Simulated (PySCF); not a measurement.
# H12N6W (W(NH2)6-): the cost of one run

Program: PySCF 2.14.0. Level of theory: several levels, as the steps say, no spin–orbit coupling. These are calculated values, not measurements.

4 further runs of the same task are left out: 2 for a known fault of the program, 2 that didn't finish.

## 1. The starting structure

19 atoms, charge -1, spin multiplicity 2.

Bond lengths: W1–N2 2.053 Å, W1–N5 2.053 Å, W1–N8 2.085 Å, W1–N11 2.053 Å, W1–N14 2.085 Å, W1–N17 2.053 Å, N2–H3 1.027 Å, N2–H4 1.027 Å, N5–H6 1.027 Å, N5–H7 1.027 Å, N8–H9 1.023 Å, N8–H10 1.023 Å, N11–H12 1.027 Å, N11–H13 1.027 Å, N14–H15 1.023 Å, N14–H16 1.023 Å, N17–H18 1.027 Å, N17–H19 1.027 Å. Angles: N2–W1–N5 180.0°, N2–W1–N8 90.0°, N2–W1–N11 90.0°, N2–W1–N14 90.0°, N2–W1–N17 90.0°, N5–W1–N8 90.0°, N5–W1–N11 90.0°, N5–W1–N14 90.0°, N5–W1–N17 90.0°, N8–W1–N11 90.0°, N8–W1–N14 180.0°, N8–W1–N17 90.0°, N11–W1–N14 90.0°, N11–W1–N17 180.0°, N14–W1–N17 90.0°, W1–N2–H3 126.0°, W1–N2–H4 126.0°, H3–N2–H4 108.0° and more.

Coordinates:

```xyz
19
charge -1, multiplicity 2
W     0.0000    0.0000    0.0000
N     0.0000    0.0000    2.0529
H     0.2072    0.8048    2.6563
H    -0.2072   -0.8048    2.6563
N     0.0000    0.0000   -2.0529
H     0.2072   -0.8048   -2.6563
H    -0.2072    0.8048   -2.6563
N     2.0850    0.0000    0.0000
H     2.6716   -0.5925    0.5925
H     2.6716    0.5925   -0.5925
N     0.0000    2.0529    0.0000
H     0.2072    2.6563    0.8048
H    -0.2072    2.6563   -0.8048
N    -2.0850    0.0000    0.0000
H    -2.6716    0.5925    0.5925
H    -2.6716   -0.5925   -0.5925
N     0.0000   -2.0529    0.0000
H    -0.2072   -2.6563    0.8048
H     0.2072   -2.6563   -0.8048
```

Formal oxidation states: W +5. An earlier session relaxed this geometry at TPSS, W def2-SVP with ECP60, N def2-SVP, H def2-SVP (doublet, point group D2d).

At TPSS on the finer grid: E = -402.719084 Eh, HOMO 1.52 eV, LUMO 3.01 eV (over both spins), ⟨S²⟩ = 0.756, Mulliken charge on W1 +0.53 e, largest force component 0.001 eV/Å. The highest filled level lies above zero; it isn't the detachment energy.

Levels to run: PBE; HF; r2SCAN; revPBE. Hardware: 4 threads of Arm Neoverse V2, shared host.

## 2. PBE

Contents of run.py (the lines that set the calculation):

```python
mol = gto.M(atom='''
W      0.00000     0.00000     0.00000
N      0.00000     0.00000     2.05291
H      0.20721     0.80476     2.65626
H     -0.20721    -0.80476     2.65626
N      0.00000     0.00000    -2.05291
H      0.20721    -0.80476    -2.65626
H     -0.20721     0.80476    -2.65626
N      2.08496     0.00000     0.00000
H      2.67158    -0.59254     0.59254
H      2.67158     0.59254    -0.59254
N      0.00000     2.05291     0.00000
H      0.20721     2.65626     0.80476
H     -0.20721     2.65626    -0.80476
N     -2.08496     0.00000     0.00000
H     -2.67158     0.59254     0.59254
H     -2.67158    -0.59254    -0.59254
N      0.00000    -2.05291     0.00000
H     -0.20721    -2.65626     0.80476
H      0.20721    -2.65626    -0.80476''',
    basis={'W': 'def2-SVP', 'N': 'def2-SVP', 'H': 'def2-SVP'},
    ecp={'W': 'def2-SVP'},
    charge=-1, spin=1)
mf = dft.UKS(mol, xc='PBE')
mf.grids.atom_grid = (75, 302)
mf = mf.density_fit()  # fitting sets: W def2-universal-JKFIT, N def2-universal-JKFIT, H def2-universal-JKFIT
mf.conv_tol = 1e-08; mf.max_cycle = 55
mf.kernel(dm0)  # dm0: the density of the relaxed state
```

Launch:

```bash
$ OMP_NUM_THREADS=4 python run.py
```

**Question.** How long does this run take on 4 threads of Arm Neoverse V2, shared host?

About 18 s.
